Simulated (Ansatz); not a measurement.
**CH7NO3Zr: taking an electron away**

An exercise on one series of results from a longer session: the logs are not shown, and one member is left open.

Method: unrestricted cation, the program's frozen cores in correlated methods; program: Ansatz 0.2.0, Gaussian basis.

Plan: UKS PBE-D4/def2-TZVPP; UKS r2SCAN-D4/def2-TZVPP; UKS PBE0-D4/def2-TZVPP; UKS B3LYP-D4/def2-TZVPP; UKS wB97X-V/def2-TZVPP; UKS wB97M-V/def2-TZVPP; UKS B2PLYP/def2-TZVPP; UHF-CCSD(T)/def2-TZVPP; UHF-MP2/def2-QZVPP; extrapolation to the limit; then −ε(HOMO) from the neutral's earlier runs with LDA (SPW92), PBE-D4, revPBE-D4, BLYP-D4, r2SCAN-D4, B97M-V, PBE0-D4, B3LYP-D4, r2SCANh-D4, r2SCAN0-D4, HSE06-D4, BHLYP-D4, CAM-B3LYP-D4, LC-ωPBE, ωB97X-V, ωB97M-V.

**The geometry**

All runs share one geometry, relaxed beforehand with PBE0-D4 in a triple-zeta def2 set. Zr takes the def2 core potential; no spin-orbit term is included.

SMILES `C[O][Zr]([NH2])([OH])[OH]`, 13 atoms, charge 0, spin multiplicity 1.

Atoms are counted from 1 here; the program's logs count them from 0.

Bond lengths: C1–O2 1.386 Å, C1–H7 1.096 Å, C1–H8 1.096 Å, C1–H9 1.096 Å, O2–Zr3 1.926 Å, Zr3–N4 2.045 Å, Zr3–O5 1.937 Å, Zr3–O6 1.937 Å, N4–H10 1.010 Å, N4–H11 1.010 Å, O5–H12 0.952 Å, O6–H13 0.952 Å. Angles: O2–C1–H7 111.0°, O2–C1–H8 110.6°, O2–C1–H9 111.0°, H7–C1–H8 108.1°, H7–C1–H9 108.0°, H8–C1–H9 108.1°, C1–O2–Zr3 167.2°, O2–Zr3–N4 110.5°, O2–Zr3–O5 108.5°, O2–Zr3–O6 108.4°, N4–Zr3–O5 107.0°, N4–Zr3–O6 107.1°, O5–Zr3–O6 115.3°, Zr3–N4–H10 125.6°, Zr3–N4–H11 125.7°, H10–N4–H11 108.7°, Zr3–O5–H12 157.9°, Zr3–O6–H13 157.7°.

The first run:

in.yaml

```yaml
crystal:
  periodic: [false, false, false]
  atoms:
    - {symbol: C, position_ang: [-1.999205, 1.330640, -0.323919]}
    - {symbol: O, position_ang: [-0.717442, 0.831896, -0.155188]}
    - {symbol: Zr, position_ang: [0.862148, -0.239483, 0.102073]}
    - {symbol: N, position_ang: [0.367427, -2.216215, 0.279024]}
    - {symbol: O, position_ang: [1.979349, -0.072477, -1.470884]}
    - {symbol: O, position_ang: [1.695951, 0.289146, 1.768174]}
    - {symbol: H, position_ang: [-2.474689, 0.899331, -1.212537]}
    - {symbol: H, position_ang: [-1.975967, 2.419770, -0.445749]}
    - {symbol: H, position_ang: [-2.628130, 1.099028, 0.543595]}
    - {symbol: H, position_ang: [0.302815, -2.877289, -0.482254]}
    - {symbol: H, position_ang: [0.159195, -2.696156, 1.143332]}
    - {symbol: H, position_ang: [2.423134, 0.355469, -2.196269]}
    - {symbol: H, position_ang: [2.005413, 0.876350, 2.450622]}
basis:
  gaussian: {orbitals: def2-TZVPP}
total_charge: 1
magnetization: {spin_polarized: true, initial_magnetization: 1}
hamiltonian: {xc: pbe, dispersion: d4}
```

Command:

```console
ansatz run in.yaml --threads 2 --pin off --events-out ev --progress --plain --max-ram 22528MiB --backend cuda --devices 0, --max-vram 18GiB
```

Steps of the session up to this table: Cation, UKS PBE-D4/def2-TZVPP; Cation, UKS r2SCAN-D4/def2-TZVPP; Cation, UKS PBE0-D4/def2-TZVPP; Cation, UKS B3LYP-D4/def2-TZVPP; Cation, UKS wB97X-V/def2-TZVPP; Cation, UKS wB97M-V/def2-TZVPP; Cation, UKS B2PLYP (frozen core)/def2-TZVPP; Cation, UHF-CCSD(T)/def2-TZVPP; Cation, UHF-MP2/def2-QZVPP.

One of the session's tables, all rows but one given; the rest of the session is left out.

For comparison, −ε(HOMO) of the neutral from earlier runs:

| functional | −ε(HOMO) (eV) |
| --- | --- |
| LDA (SPW92) | 5.63 |
| PBE-D4 | 5.45 |
| revPBE-D4 | 5.38 |
| BLYP-D4 | 5.33 |
| r2SCAN-D4 | 5.74 |
| B97M-V | 5.79 |
| PBE0-D4 | 6.85 |
| B3LYP-D4 | 6.61 |
| r2SCANh-D4 | ? |
| r2SCAN0-D4 | 7.06 |
| HSE06-D4 | 6.45 |
| BHLYP-D4 | 8.17 |
| CAM-B3LYP-D4 | 8.27 |
| LC-ωPBE | 9.66 |
| ωB97X-V | 9.29 |
| ωB97M-V | 9.21 |

Estimate the missing values for r2SCANh-D4.

Worked estimate for «−ε(HOMO) (eV)». Against the share of exact exchange, r2SCAN-D4 (0, 5.74), r2SCAN0-D4 (0.25, 7.06) give a slope of 5.28 per unit share; at 0.1 the line stands at 6.27.

As computed: −ε(HOMO) (eV): 6.26. In «−ε(HOMO) (eV)» the line misses by +0.01.

To keep in mind: The cation may have settled in a state other than its lowest; no search over hole states beyond the program's own was made.
